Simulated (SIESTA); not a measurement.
SbS2:

```
Sb S
1.0
    -3.03071    3.03071    5.79760
     3.03071   -3.03071    5.79760
     3.03071    3.03071   -5.79760
Sb S
2 4
Direct
  0.00000 0.00000 0.00000
  0.75000 0.25000 0.50000
  0.64903 0.12500 0.02403
  0.37500 0.35097 0.47597
  0.10097 0.62500 0.97597
  0.87500 0.89903 0.52403
```

The cell comes from a database or a generator and needn't be the stable form of this composition.

* Program: SIESTA 5.4.2
* Task: single point
* Functional: PBEsol
* Potentials or basis: PseudoDojo 0.4 standard (PBEsol files)
* Basis: DZP (energy shift 0.003 Ry; two zetas on semicore shells)
* Grid cutoff: 500 Ry
* Energy shift: 0.003 Ry
* k mesh: 6 × 6 × 6
* Occupations: fermi-dirac, width 0.05 eV
* Spin: no spin polarisation

On this cell: pressure 0.0 GPa; largest force 0.208 eV/Å; band gap on the k mesh none (metal or under the smearing width).

The same run follows on a disturbed copy (atoms moved at random, drawn with an rms of 0.05 Å):

```
Sb S
1.0
    -3.03071    3.03071    5.79760
     3.03071   -3.03071    5.79760
     3.03071    3.03071   -5.79760
Sb S
2 4
Direct
  0.00465 0.99621 0.00146
  0.75551 0.25127 0.51157
  0.64862 0.11987 0.02117
  0.36902 0.34309 0.45959
  0.09813 0.61431 0.96399
  0.87050 0.89663 0.51387
```

What changes?

The energy (extrapolated to zero smearing) moves by +9.5 meV/atom; pressure 0.4 GPa; largest force 0.807 eV/Å; band gap on the k mesh none (metal or under the smearing width).

Forces in eV/Å, atoms in the order of the input:
```
Sb  -0.111 -0.567 -0.182
Sb  -0.555 -0.563  0.161
S    0.302  0.127 -0.230
S    0.534  0.396  0.291
S    0.004  0.604 -0.005
S   -0.174  0.005 -0.034
```

Stress tensor (GPa, compression positive):
```
0.35 0.05 1.12
0.05 0.43 0.54
1.12 0.54 0.33
```

Caveats: the basis of atomic orbitals isn't converged, which shifts pressures, moduli and gaps.
